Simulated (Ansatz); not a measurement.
What does this script print? It uses Ansatz 0.2.0, Python API.

`alh7sesi2.py`:
```python
from dataclasses import dataclass
from pathlib import Path

import ansatz as az
import numpy as np


@dataclass(frozen=True)
class RunConfig:
    basis: str = "def2-SVP"


settings = RunConfig()

GEOMETRY = """
Si   -1.65410    1.51760    0.00670
Al   -0.80240   -0.33290    1.07250
Se    1.51240   -0.39420    1.57310
Si    2.06600   -1.15880   -0.51470
H    -2.26110    1.15520   -1.32200
H    -2.76230    2.16140    0.82980
H    -0.61030    2.55620   -0.21070
H    -1.68630   -1.57370    1.38610
H     3.44590   -1.34220   -0.62130
H     1.52140   -0.19220   -1.48120
H     1.29610   -2.45340   -0.69780
"""

alh7sesi2 = az.Crystal.molecule()
for line in GEOMETRY.strip().splitlines():
    symbol, *xyz = line.split()
    alh7sesi2 = alh7sesi2.atom(symbol, [float(v) for v in xyz])

job = alh7sesi2.calculation().basis(gaussian=settings.basis)

print("functional    E (Ha)        dipole (D)   HOMO (eV)  LUMO (eV)")
for name in ["hf", "hse06", "b3lyp", "lc_wpbe", "pbe", "r2scan0"]:
    rep = job.functional(name).forces().orbitals().run(threads=1, runs_dir="runs").report
    lines = Path(rep["orbitals_path"]).read_text().splitlines()
    field_of = lambda key: [line.split("=")[1].strip() for line in lines if line.startswith(key)]
    orbitals = [(27.211386 * float(e), s, float(n)) for e, s, n in zip(field_of("Ene="), field_of("Spin="), field_of("Occup="))]
    homo = max(e for e, _, n in orbitals if n > 0.5)
    lumo = min(e for e, _, n in orbitals if n < 0.5)
    dipole = 4.803205 * np.linalg.norm(rep["charge_distribution"]["dipole_moment_e_ang"])
    print(f"{name:10s} {rep['free_energy_ev'] / 27.211386246:14.6f} {dipole:9.3f} {homo:11.3f} {lumo:10.3f}")
```

`python alh7sesi2.py` gives:
```text
functional    E (Ha)        dipole (D)   HOMO (eV)  LUMO (eV)
hf           -3223.181054     0.990      -9.159      0.505
hse06        -3225.982943     0.833      -6.313     -2.752
b3lyp        -3226.747961     0.748      -6.407     -2.488
lc_wpbe      -3226.047509     0.949      -9.251     -0.373
pbe          -3225.827613     0.734      -5.577     -3.084
r2scan0      -3226.543968     0.890      -6.894     -2.303
```

Total energies depend on the basis set; only differences at equal settings carry meaning. The geometry is a force-field or estimated start, not a minimum of this method, and the basis set is short of its limit. A lower total doesn't mark the better method: functionals have no common bound, and MP2 and coupled cluster aren't variational. b3lyp holds the VWN-RPA fit, as in Gaussian; the form of ORCA and Turbomole is b3lyp5. Levels such as HOMO and LUMO are orbital energies: with these approximate functionals they aren't the ionisation energy and electron affinity, and their gap isn't the fundamental gap. hse06 follows the composition of plane-wave codes, whose totals differ by tens of mHa, up to about 0.1 Ha, from the form usual in Gaussian-basis programs (wpbeh). Timing: 48 s on 1 thread of Arm Neoverse V1, with other jobs on the host, peak memory 0.39 GiB.
